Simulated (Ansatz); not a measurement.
# Sb: stress in a strained cell

Aim: deform Sb (zz strain of +3 %) and compute stress, forces and field gradients with LAPW, PAW and all-electron datasets made for the crystal.

Program: Ansatz 0.2.0. Level of theory: DFT PBEsol, scalar-relativistic. These are calculated values, not measurements.

## Step 1: Starting point

It takes space group Fm-3m (No. 225, cubic). Conventional cell: a = 4.610 Å, b = 4.610 Å, c = 4.610 Å, α = 90.00°, β = 90.00°, γ = 90.00°. Sb (site symmetry m-3m) is surrounded by 12 Sb at 3.26 Å.

Coordinates:

```xyz
1
Lattice="0.0000 2.3050 2.3050 2.3050 0.0000 2.3050 2.3050 2.3050 0.0000" Properties=species:S:1:pos:R:3 pbc="T T T"
Sb    0.0000    0.0000    0.0000
```

## Step 2: After the deformation

Space group Fm-3m before, I4/mmm after.

## Step 3: All-electron LAPW

input.yaml

```yaml
crystal:
  lattice:
    - [0.0, 2.305, 2.37415]
    - [2.305, 0.0, 2.37415]
    - [2.305, 2.305, 0.0]
  atoms:
    - { symbol: Sb, position: [0.0, 0.0, 0.0] }
kpoints:
  mp_grid: { grid: [12, 12, 12] }
  band_path:
    path:
      - [0.0, 0.0, 0.0]
      - [0.0, 0.5, 0.5]
      - [0.25, 0.75, 0.5]
      - [0.0, 0.5, 0.0]
      - [0.0, 0.0, 0.0]
      - [0.5, 0.5, 0.0]
      - [0.3678244886, 0.6321755114, 0.0]
      - [-0.3678244886, 0.3678244886, 0.0]
      - [0.0, 0.0, 0.0]
    npoints: 5
scf:
  occupations: { method: fermi_dirac, width: 0.05 }
hamiltonian:
  xc: pbesol
  pseudopotentials: { kind: all_electron, lapw: { basis_error: 0.001 } }
output:
  forces: true
  stress: true
  eigenvalues: true
```

Launch:

```console
$ ansatz run input.yaml --threads 1 --pin off --max-ram 3072MiB --backend cpu --events-out ev --progress --plain --runs-dir out
```

## Step 4: PAW with frozen cores

input.yaml

```yaml
crystal:
  lattice:
    - [0.0, 2.305, 2.37415]
    - [2.305, 0.0, 2.37415]
    - [2.305, 2.305, 0.0]
  atoms:
    - { symbol: Sb, position: [0.0, 0.0, 0.0] }
kpoints:
  mp_grid: { grid: [12, 12, 12] }
scf:
  occupations: { method: fermi_dirac, width: 0.05 }
hamiltonian:
  xc: pbesol
  pseudopotentials: { kind: paw }
output:
  forces: true
  stress: true
  eigenvalues: true
  efg: { contact_densities: true }
```

## Step 5: All-electron PAW on datasets made for the crystal

Edit input.yaml of step 4 so:

```diff
@@ -13,3 +13,3 @@
   xc: pbesol
-  pseudopotentials: { kind: paw }
+  pseudopotentials: { kind: all_electron, datasets: crystal }
 output:
```

(Steps that only read results are left out.)

What does the calculation give? Wanted: pressure; largest shear or deviatoric stress.

**Answer**, as computed:

| quantity | value |
| --- | --- |
| pressure | LAPW 2.84, PAW 2.83, crystal datasets 2.84 GPa |
| largest shear or deviatoric stress (LAPW) | 0.70 GPa |

In words: The largest part of the stress beyond the pressure is 0.70 GPa in size, in the zz component. No run of the undeformed cell stands beside it, so the pressure holds what the given cell had before the change. PAW: stress within 0.01 GPa of LAPW. Crystal datasets: stress within 0.01 GPa of LAPW. Spin-orbit coupling is left out, though the cell holds Sb; in elements this heavy it can shift bands and gaps by tenths of an eV.
